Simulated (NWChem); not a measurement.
# [AlF4]− (SMILES [F][Al-]([F])([F])[F]) at 5 levels

Aim: a comparison of 5 runs (HF/3-21G, B3LYP/6-311+G**, M06-2X/6-311+G**, PBE0/6-311+G**, MP2/6-311+G**) of [AlF4]−. 

The results are computed with NWChem 7.3.0.

1 further run of the same task is left out (it didn't finish).

## (1) The molecule

[AlF4]−: 5 atoms, total charge -1, spin state singlet. SMILES: `[F][Al-]([F])([F])[F]`. The shape is that of a PBE0-D4/def2-TZVPD optimisation.

Bond lengths: F1–Al2 1.689 Å, Al2–F3 1.689 Å, Al2–F4 1.689 Å, Al2–F5 1.689 Å. Angles: F1–Al2–F3 109.5°, F1–Al2–F4 109.5°, F1–Al2–F5 109.5°, F3–Al2–F4 109.5°, F3–Al2–F5 109.5°, F4–Al2–F5 109.5°.

## (2) Energy and gradient at HF/3-21G (run 1)

The input, alf4.nw:

```
start alf4
title "AlF4 gradient"
memory 2200 mb
charge -1
geometry noautosym nocenter noautoz
   F       -0.101500      -0.294000       1.660000
   Al       0.000000       0.000000       0.000000
   F       -1.343000       0.895800      -0.496200
   F        0.034500      -1.469900      -0.831000
   F        1.409900       0.868100      -0.332800
end
basis spherical bse
   * library 3-21G
end
scf
   nopen 0
   rhf
   thresh 1e-08
   maxiter 80
end
task scf gradient
```

Run with:

```
$ nwchem alf4.nw > alf4.out
```

The log of the run:

```text
[...]
  functions       =    49
[...]
  wavefunction    = RHF
[...]
         Total SCF energy =   -636.590817371603
      One-electron energy =  -1383.621841218976
      Two-electron energy =    507.140500437617
 Nuclear repulsion energy =    239.890523409757
        Time for solution =      0.7s
[...]
                         RHF ENERGY GRADIENTS
    atom               coordinates                        gradient
                 x          y          z           x          y          z
   1 F      -0.191807  -0.555579   3.136945   -0.000859  -0.002483   0.014029
   2 Al      0.000000   0.000000   0.000000    0.000023   0.000015  -0.000004
   3 F      -2.537902   1.692817  -0.937682   -0.011346   0.007569  -0.004192
   4 F       0.065196  -2.777708  -1.570362    0.000290  -0.012425  -0.007025
   5 F       2.664325   1.640471  -0.628901    0.011892   0.007324  -0.002807
[...]
```

It took 1.5 s on 1 thread of Intel Xeon Platinum 8488C (Sapphire Rapids), shared host; peak memory 0.1 GiB.

## (3) Energy and gradient at B3LYP/6-311+G(d,p) (run 2)

The input, alf4.nw:

```
start alf4
title "AlF4 gradient"
memory stack 880 mb heap 220 mb global 1100 mb
charge -1

geometry units angstroms noautosym nocenter noautoz
F       -0.101500      -0.294000       1.660000
Al       0.000000       0.000000       0.000000
F       -1.343000       0.895800      -0.496200
F        0.034500      -1.469900      -0.831000
F        1.409900       0.868100      -0.332800
end

basis spherical bse
* library 6-311+G**
end

dft
xc b3lyp
grid fine
convergence energy 1e-08
maxiter 100
mulliken
print medium
end

task dft gradient
```

Run with:

```
$ nwchem alf4.nw > alf4.out
```

The log of the run:

```text
[...]
          Wavefunction type:  closed shell.
          No. of atoms     :     5
          No. of electrons :    50
[...]
          Charge           :    -1
          Spin multiplicity:     1
[...]
          AO basis - number of functions:   118
[...]
              XC Information
              --------------
                         B3LYP Method XC Potential
                     Hartree-Fock (Exact) Exchange  0.200
                        Slater Exchange Functional  0.800 local
                    Becke 1988 Exchange Functional  0.720 non-local
              Lee-Yang-Parr Correlation Functional  0.810
                  VWN I RPA Correlation Functional  0.190 local
[...]
 d= 0,ls=0.0,diis     1   -642.2615082675 -8.82D+02  1.04D-02  2.63D+00     2.2
[...]
 d= 0,ls=0.0,diis     8   -642.3707490728 -4.95D-11  6.98D-08  5.17D-10    13.7
         Total DFT energy =     -642.370749072818
      One electron energy =    -1386.042111412969
           Coulomb energy =      564.852411696117
    Exchange-Corr. energy =      -61.071572765723
 Nuclear repulsion energy =      239.890523409757
[...]
      Total Density - Mulliken Population Analysis
     ---------------------------------------------
    Atom       Charge   Shell Charges
 -----------   ------   -------------------------------------------------------
    1 F    9     9.37   1.08  0.92  1.19  1.07  2.34  0.93  1.89 -0.17  0.13  0.00
    2 Al  13    12.52   0.79  1.18  0.96  1.03  0.52  0.60  2.14  3.76  0.62  0.32 -0.06 -0.13  0.34  0.45
    3 F    9     9.37   1.08  0.92  1.19  1.07  2.34  0.93  1.89 -0.17  0.13  0.00
    4 F    9     9.37   1.08  0.92  1.19  1.07  2.34  0.93  1.89 -0.17  0.13  0.00
    5 F    9     9.37   1.08  0.92  1.19  1.07  2.34  0.93  1.89 -0.17  0.13  0.00
[...]
  wavefunction    = closed shell
                         DFT ENERGY GRADIENTS
    atom               coordinates                        gradient
                 x          y          z           x          y          z
   1 F      -0.191807  -0.555579   3.136945    0.000893   0.002589  -0.014613
   2 Al      0.000000   0.000000   0.000000    0.000020   0.000014  -0.000003
   3 F      -2.537902   1.692817  -0.937682    0.011826  -0.007887   0.004369
   4 F       0.065196  -2.777708  -1.570362   -0.000306   0.012937   0.007313
   5 F       2.664325   1.640471  -0.628901   -0.012433  -0.007653   0.002934
[...]
```

Wall time 19 s (1 thread of Intel Xeon Platinum 8488C (Sapphire Rapids), shared host); peak memory 0.12 GiB.

## (4) Energy and forces at M06-2X/6-311+G(d,p) (run 3)

The input, m1.nw:

```
start m1
memory 2200 mb
charge -1
geometry units au noautosym nocenter noautoz
  F  -0.19180720 -0.55557948  3.13694537
  Al  0.00000000  0.00000000  0.00000000
  F  -2.53790219  1.69281666 -0.93768210
  F   0.06519555 -2.77770843 -1.57036241
  F   2.66432486  1.64047125 -0.62890085
end
basis spherical bse
  * library 6-311+G**
end
dft
  xc m06-2x
  mult 1
  grid fine
  convergence energy 1e-08
  iterations 100
  mulliken
end
task dft gradient
```

Run with:

```
$ nwchem m1.nw > m1.out
```

The log of the run:

```text
[...]
          Wavefunction type:  closed shell.
          No. of atoms     :     5
          No. of electrons :    50
[...]
          Charge           :    -1
          Spin multiplicity:     1
[...]
          AO basis - number of functions:   118
[...]
              XC Information
              --------------
                       M06-2X Method XC Functional
                     Hartree-Fock (Exact) Exchange  0.540
                        M06-2X Exchange Functional  1.000
                      M06-2X Correlation Potential  1.000
[...]
 d= 0,ls=0.0,diis     1   -642.1038914658 -8.82D+02  9.41D-03  2.22D+00     2.6
[...]
 d= 0,ls=0.0,diis     8   -642.1993585375 -1.34D-09  3.10D-07  2.26D-09    16.2
         Total DFT energy =     -642.199358537537
      One electron energy =    -1386.072297635999
           Coulomb energy =      564.896155351060
    Exchange-Corr. energy =      -60.913722369321
 Nuclear repulsion energy =      239.890506116722
[...]
      Total Density - Mulliken Population Analysis
     ---------------------------------------------
    Atom       Charge   Shell Charges
 -----------   ------   -------------------------------------------------------
    1 F    9     9.36   1.08  0.92  1.17  1.05  2.35  0.95  1.94 -0.19  0.09  0.00
    2 Al  13    12.54   0.79  1.18  0.96  1.03  0.51  0.60  2.14  3.77  0.62  0.34 -0.06 -0.13  0.33  0.46
    3 F    9     9.36   1.08  0.92  1.17  1.05  2.35  0.95  1.94 -0.19  0.09  0.00
    4 F    9     9.36   1.08  0.92  1.17  1.05  2.35  0.95  1.94 -0.19  0.09  0.00
    5 F    9     9.36   1.08  0.92  1.17  1.05  2.35  0.95  1.94 -0.19  0.09  0.00
[...]
  wavefunction    = closed shell
                         DFT ENERGY GRADIENTS
    atom               coordinates                        gradient
                 x          y          z           x          y          z
   1 F      -0.191807  -0.555579   3.136945    0.000411   0.001206  -0.006798
   2 Al      0.000000   0.000000   0.000000    0.000015   0.000008  -0.000003
   3 F      -2.537902   1.692817  -0.937682    0.005500  -0.003671   0.002030
   4 F       0.065196  -2.777708  -1.570362   -0.000135   0.006018   0.003399
   5 F       2.664325   1.640471  -0.628901   -0.005792  -0.003560   0.001372
[...]
```

Wall time 24 s (1 thread of Intel Xeon Platinum 8488C (Sapphire Rapids), shared host); peak memory 0.13 GiB.

Run 4 isn't shown in full; the table further down has it.

## (5) Energy and forces at MP2/6-311+G(d,p) (run 5)

The input, alf4.xyz:

```xyz
5
AlF4 gradient
F     -0.101500    -0.294000     1.660000
Al     0.000000     0.000000     0.000000
F     -1.343000     0.895800    -0.496200
F      0.034500    -1.469900    -0.831000
F      1.409900     0.868100    -0.332800
```

The input, run.py:

```python
from ase.io import read
from ase.calculators.nwchem import NWChem

atoms = read('alf4.xyz')

calc = NWChem(
    label='alf4',
    theory='mp2',
    memory='2200 mb',
    basis='6-311+G**',
    basispar='spherical bse',
    charge=-1,
    scf={'nopen': '0', 'rhf': None, 'thresh': '1e-08', 'maxiter': '80', 'print': 'low'},
    mp2={'freeze': 'core 9', 'tight': None},
)
atoms.calc = calc

forces = atoms.get_forces()
e = atoms.get_potential_energy()
print(f"E = {e:.6f} eV")
print("forces (eV/A):")
for s, f in zip(atoms.symbols, forces):
    print(f"{s:2s} {f[0]:10.5f} {f[1]:10.5f} {f[2]:10.5f}")
```

Run with:

```
$ export ASE_NWCHEM_COMMAND="nwchem PREFIX.nwi > PREFIX.nwo"
$ python run.py
```

The log of the run:

```text
E = -17445.269635 eV
forces (eV/A):
F    -0.04448   -0.12897    0.72788
Al   -0.00103   -0.00072    0.00021
F    -0.58904    0.39286   -0.21762
F     0.01522   -0.64442   -0.36427
F     0.61933    0.38124   -0.14619
```

The calculator wrote alf4.nwi:

```
title "alf4"

permanent_dir alf4

scratch_dir alf4

start alf4

geometry units angstrom nocenter noautosym noautoz
  F  -1.0150000000000001e-01 -2.9399999999999998e-01 1.6599999999999999e+00
  Al 0.0000000000000000e+00 0.0000000000000000e+00 0.0000000000000000e+00
  F  -1.3430000000000000e+00 8.9580000000000004e-01 -4.9619999999999997e-01
  F  3.4500000000000003e-02 -1.4699000000000000e+00 -8.3099999999999996e-01
  F  1.4098999999999999e+00 8.6809999999999998e-01 -3.3279999999999998e-01
end

charge -1

memory 2200 mb

basis spherical bse noprint
   * library 6-311+G**
end

scf
  nopen 0
  rhf
  thresh 1e-08
  maxiter 80
  print low
end
mp2
  freeze core 9
  tight
end

task mp2 gradient
```

alf4.nwo, cut to the lines that bear on the results:

```text
[...]
         Total SCF energy =   -640.191541394189
      One-electron energy =  -1386.232313793218
      Two-electron energy =    506.150248989272
 Nuclear repulsion energy =    239.890523409757
[... 81 lines left out ...]
 CPHF converged to   2.9D-07 in    9 iters
[... 3 lines left out ...]
                Dipole Moments (a.u.)
[...]
                         mp2 ENERGY GRADIENTS
    atom               coordinates                        gradient
                 x          y          z           x          y          z
   1 F      -0.191807  -0.555579   3.136945    0.000865   0.002508  -0.014155
   2 Al      0.000000   0.000000   0.000000    0.000020   0.000014  -0.000004
   3 F      -2.537902   1.692817  -0.937682    0.011455  -0.007640   0.004232
   4 F       0.065196  -2.777708  -1.570362   -0.000296   0.012532   0.007084
   5 F       2.664325   1.640471  -0.628901   -0.012044  -0.007414   0.002843
[...]
```

Wall time 47 s (1 thread of Intel Xeon Platinum 8488C (Sapphire Rapids), shared host); peak memory 0.61 GiB.

## (6) Overview of the runs

```csv
run,level,iteration cap,module,energy (Eh),HOMO energy (eV),LUMO energy (eV),HOMO–LUMO gap (eV),wall time
1,HF/3-21G,80,scf,-636.590817,-9.56,10.01,19.57,1.5 s
2,B3LYP/6-311+G**,100,dft,-642.370749,-5.22,3.79,9.01,19 s
3,M06-2X/6-311+G**,100,dft,-642.199359,-7.59,3.94,11.53,24 s
4,PBE0/6-311+G**,100,dft,-641.843437,-5.51,4.05,9.56,19 s
5,MP2/6-311+G**,80,mp2,-641.101839,–,–,–,47 s
```

## (7) Summary of results

| quantity | value |
| --- | --- |
| run 5: total energy | -641.10184 Eh |
| run 5: correlation energy (9 core orbitals frozen) | -910.3 mEh |
| run 5: largest force on an atom | 0.742 eV/Å |

In words: Over runs 1, 2, 3, 4 the HOMO–LUMO gap runs from 9.01 eV (B3LYP/6-311+G**) to 19.57 eV (HF/3-21G). The two ends differ in method and basis. The empty levels of an anion lie above zero and hang on the basis. Totals of different functionals can't be ranked against each other. All runs together took 1.8 min, the longest 47 s.
